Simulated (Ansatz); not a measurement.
# The bromine atom (doublet): from Hartree-Fock to the top rungs, cc-pVTZ

Aim: climb from Hartree-Fock through coupled cluster and multireference methods for the bromine atom (doublet) at one geometry and basis, and see what each rung misses.

Method: cc-pVTZ, core rule «outside noble gas», up to 14 orbitals frozen; program: Ansatz 0.2.0, Gaussian basis.

To be run: UHF; CCSD(T) on ROHF; CCSD(T) on UHF; BCCD(T) on ROHF; CISD; CCSDT(Q) on ROHF; CCSDT(Q) on UHF; CASSCF and MRCISD+Q, 7 electrons in 4 orbitals; CASSCF and MRCISD+Q(relaxed), 7 electrons in 4 orbitals; CASSCF and NEVPT4(SD), 7 electrons in 4 orbitals; CASSCF and NEVPT2, 7 electrons in 4 orbitals.

## 1. The atom

A free atom, in its lowest state of this spin that the program finds. No spin-orbit coupling is included. The filled d shell of Br may be among the frozen orbitals whatever the setting's name suggests; the logs give the count.

1 atom, charge 0, spin multiplicity 2.

## 2. UHF

File in.yaml:

```yaml
crystal:
  periodic: [false, false, false]
  atoms:
    - {symbol: Br, position_ang: [0.000000, 0.000000, 0.000000]}
basis:
  gaussian: {orbitals: cc-pVTZ}
magnetization: {spin_polarized: true, initial_magnetization: 1}
hamiltonian: {xc: hf}
output: {orbitals: {seedname: orbitals}}
```

The run is started by

```sh
$ ansatz run in.yaml --threads 1 --pin off --events-out ev --progress --plain --max-ram 2393MiB
```

After this run come: CCSD(T) on ROHF; CCSD(T) on UHF; BCCD(T) on ROHF; CISD; CCSDT(Q) on ROHF; CCSDT(Q) on UHF; CASSCF and MRCISD+Q, 7 electrons in 4 orbitals; CASSCF and MRCISD+Q(relaxed), 7 electrons in 4 orbitals; CASSCF and NEVPT4(SD), 7 electrons in 4 orbitals; CASSCF and NEVPT2, 7 electrons in 4 orbitals.

Before running them: what should the planned runs give, taken together? Wanted: UCCSDT(Q) below the RHF energy; RMP2 from UCCSDT(Q); UMP2 from UCCSDT(Q); RCCSD from UCCSDT(Q); RCCSD(T) from UCCSDT(Q); UCCSD(T) from UCCSDT(Q); RCCSDT(Q) from UCCSDT(Q); NEVPT2 valence from UCCSDT(Q); NEVPT4(SD) valence from UCCSDT(Q).

As calculated:

| quantity | value |
| --- | --- |
| UCCSDT(Q) below the RHF energy | -4.4372 eV |
| RMP2 from UCCSDT(Q) | +656.8 meV |
| UMP2 from UCCSDT(Q) | +676.6 meV |
| RCCSD from UCCSDT(Q) | +145.2 meV |
| RCCSD(T) from UCCSDT(Q) | +20.2 meV |
| UCCSD(T) from UCCSDT(Q) | +17.7 meV |
| RCCSDT(Q) from UCCSDT(Q) | +2.8 meV |
| NEVPT2 valence from UCCSDT(Q) | +1091.5 meV |
| NEVPT4(SD) valence from UCCSDT(Q) | +123.9 meV |
| MRCISD+Q valence from UCCSDT(Q) | +32.7 meV |
| levels within 1 kcal/mol (43 meV) | RCCSD(T), UCCSD(T), BCCD(T), RCCSDT, UCCSDT, RCCSDT(Q), MRCISD+Q valence, MRCISD+Q(relaxed) valence |
| T1 diagnostic | 0.013 |
| effectively unpaired electrons | 1.00 |

What this shows: RCCSD(T) misses by +20.2 meV, 0.5 % of the correlation energy. One determinant dominates. Of the multireference levels listed MRCISD+Q valence comes nearest in total energy (+32.7 meV), which doesn't show that its space is the better one. These misses are within one basis, not against nature; the frozen cores of restricted and unrestricted runs differ, which can shift their rows.
